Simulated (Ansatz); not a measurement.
A run of Ansatz 0.2.0 is set up as follows.

The input input.yaml:

```yaml
crystal:
  lattice:
    - [1.7937903697, 1.0356453528, 4.9219572124]
    - [-1.7937903697, 1.0356453528, 4.9219572124]
    - [0.0, -2.0712907056, 4.9219572124]
  atoms:
    - { symbol: Ge, position: [0.0, 0.0, 0.0] }
    - { symbol: "N", position: [0.5839044, 0.5839044, 0.5839044] }
    - { symbol: "N", position: [0.4160956, 0.4160956, 0.4160956] }
    - { symbol: C, position: [0.5, 0.5, 0.5] }
hamiltonian:
  xc: pbesol
  pseudopotentials: { kind: paw }
kpoints:
  mp_grid: { grid: [9, 9, 9] }
scf:
  occupations: { method: fermi_dirac, width: 0.05 }
output:
  forces: true
  stress: true
  eigenvalues: true
```

Potentials or basis: Ansatz PAW.

Run with:

```sh
$ ansatz run input.yaml --threads 2 --pin off --max-ram 5632MiB --backend cpu --events-out ev --progress --plain --runs-dir out
```

Q: Estimate the pressure.

A: -3.3 GPa.

Q: What does it give for the band gap on the k mesh?

A: 1.00 eV, indirect (least direct gap 1.84 eV).

Q: What does it give for the largest force?

A: 0.066 eV/Å.

Stress tensor (GPa, compression positive):
```
-3.21  0.00  0.00
 0.00 -3.21  0.00
 0.00  0.00 -3.39
```

Caveat: odd divisions of the mesh miss points on the zone boundary, where band edges often lie, so the gap on the mesh can be too wide; the pressure holds a Pulay correction of +0.5 GPa for the finite cutoff; the PAW data sets come from PBE, with cores solved anew for the run's functional, which leaves a small shift of forces and pressure. A k mesh can miss the band edges.
